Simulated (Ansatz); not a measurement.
**Si5GeH14: up Jacob's ladder to CCSD(T)**

One table from this session's results is given with a row withheld; the runs are named, their logs left out.

Method: functionals in def2-TZVPP, the program's frozen cores in correlated methods; program: Ansatz 0.2.0, Gaussian basis.

Plan: LDA (SPW92), PBE-D4, revPBE-D4, BLYP-D4, r2SCAN-D4, B97M-V, PBE0-D4, B3LYP-D4, r2SCANh-D4, r2SCAN0-D4, HSE06-D4, BHLYP-D4, CAM-B3LYP-D4, LC-ωPBE, ωB97X-V, ωB97M-V, B2PLYP, PBE-QIDH; CCSD(T)/def2-SVP; CCSD(T)/def2-TZVPP; MP2/def2-QZVPP; extrapolation to the limit; RPA on PBE.

## Structure used throughout

An earlier PBE0-D4 in a triple-zeta def2 set relaxation fixed the geometry.

SMILES `[SiH3][SiH2][SiH2][GeH2][SiH2][SiH3]`, 20 atoms, charge 0, spin multiplicity 1.

Atoms are counted from 1 here; the program's logs count them from 0.

Bond lengths: Si1–Si2 2.339 Å, Si1–H7 1.488 Å, Si1–H8 1.487 Å, Si1–H9 1.488 Å, Si2–Si3 2.336 Å, Si2–H10 1.490 Å, Si2–H11 1.490 Å, Si3–Ge4 2.382 Å, Si3–H12 1.490 Å, Si3–H13 1.490 Å, Ge4–Si5 2.385 Å, Ge4–H14 1.542 Å, Ge4–H15 1.541 Å, Si5–Si6 2.339 Å, Si5–H16 1.490 Å, Si5–H17 1.490 Å, Si6–H18 1.488 Å, Si6–H19 1.487 Å and more. Angles: Si2–Si1–H7 109.3°, Si2–Si1–H8 111.7°, Si2–Si1–H9 109.9°, H7–Si1–H8 108.9°, H7–Si1–H9 108.2°, H8–Si1–H9 108.7°, Si1–Si2–Si3 109.0°, Si1–Si2–H10 109.9°, Si1–Si2–H11 110.0°, Si3–Si2–H10 111.3°, Si3–Si2–H11 108.4°, H10–Si2–H11 108.2°, Si2–Si3–Ge4 109.2°, Si2–Si3–H12 110.6°, Si2–Si3–H13 109.9°, Ge4–Si3–H12 108.8°, Ge4–Si3–H13 109.8°, H12–Si3–H13 108.4° and more.

The first run:

in.yaml

```yaml
crystal:
  periodic: [false, false, false]
  atoms:
    - {symbol: Si, position_ang: [-0.246585, -2.618466, -0.547709]}
    - {symbol: Si, position_ang: [1.422482, -1.145931, -1.266805]}
    - {symbol: Si, position_ang: [0.421140, 0.706503, -2.277212]}
    - {symbol: Ge, position_ang: [-1.122670, 1.692300, -0.754358]}
    - {symbol: Si, position_ang: [-0.122599, 2.040679, 1.382592]}
    - {symbol: Si, position_ang: [-0.154611, 0.119078, 2.715439]}
    - {symbol: H, position_ang: [-0.895788, -3.242626, -1.732388]}
    - {symbol: H, position_ang: [0.304695, -3.692144, 0.321298]}
    - {symbol: H, position_ang: [-1.285351, -1.873570, 0.213786]}
    - {symbol: H, position_ang: [2.343196, -1.843490, -2.208125]}
    - {symbol: H, position_ang: [2.220249, -0.672582, -0.101077]}
    - {symbol: H, position_ang: [1.446857, 1.721896, -2.645704]}
    - {symbol: H, position_ang: [-0.289890, 0.286267, -3.516967]}
    - {symbol: H, position_ang: [-1.618636, 3.039652, -1.315897]}
    - {symbol: H, position_ang: [-2.350598, 0.775152, -0.597651]}
    - {symbol: H, position_ang: [1.282964, 2.497273, 1.193081]}
    - {symbol: H, position_ang: [-0.860470, 3.119271, 2.098931]}
    - {symbol: H, position_ang: [0.357622, 0.431902, 4.077232]}
    - {symbol: H, position_ang: [-1.546972, -0.390126, 2.832933]}
    - {symbol: H, position_ang: [0.694976, -0.951020, 2.128581]}
basis:
  gaussian: {orbitals: def2-TZVPP}
hamiltonian: {xc: lda}
output: {orbitals: {seedname: orbitals}}
```

Steps of the session up to this table: LDA; PBE-D4 (GGA); revPBE-D4 (GGA); BLYP-D4 (GGA); r2SCAN-D4 (meta-GGA); B97M-V (meta-GGA); PBE0-D4 (hybrid); B3LYP-D4 (hybrid); r2SCANh-D4 (hybrid); r2SCAN0-D4 (hybrid); HSE06-D4 (hybrid); BHLYP-D4 (hybrid); CAM-B3LYP-D4 (range-separated); LC-ωPBE-D4 (range-separated; the results give it without D4); ωB97X-V (range-separated); ωB97M-V (range-separated); B2PLYP (double hybrid); PBE-QIDH (double hybrid).

One of the session's tables, all rows but one given; the rest of the session is left out.

It belongs to the step «Orbital energies across the functionals». 

| functional | HOMO (eV) | gap (eV) |
| --- | --- | --- |
| LDA (SPW92) | -6.87 | 5.30 |
| PBE-D4 | -6.77 | 5.39 |
| revPBE-D4 | -6.72 | 5.43 |
| BLYP-D4 | -6.58 | 5.39 |
| r2SCAN-D4 | -7.01 | 5.81 |
| B97M-V | -7.15 | 5.73 |
| PBE0-D4 | -7.77 | 7.17 |
| B3LYP-D4 | -7.55 | 6.81 |
| r2SCANh-D4 | -7.37 | 6.45 |
| r2SCAN0-D4 | -7.92 | 7.41 |
| HSE06-D4 | -7.38 | 6.42 |
| BHLYP-D4 | -8.63 | 8.97 |
| CAM-B3LYP-D4 | -8.93 | 9.40 |
| LC-ωPBE | ? | ? |
| ωB97X-V | -9.90 | 11.27 |
| ωB97M-V | -9.69 | 10.78 |

Estimate the missing values for LC-ωPBE.

**Answer.** HOMO (eV): -10.21; gap (eV): 11.66. In the column «HOMO (eV)» it is the lowest.
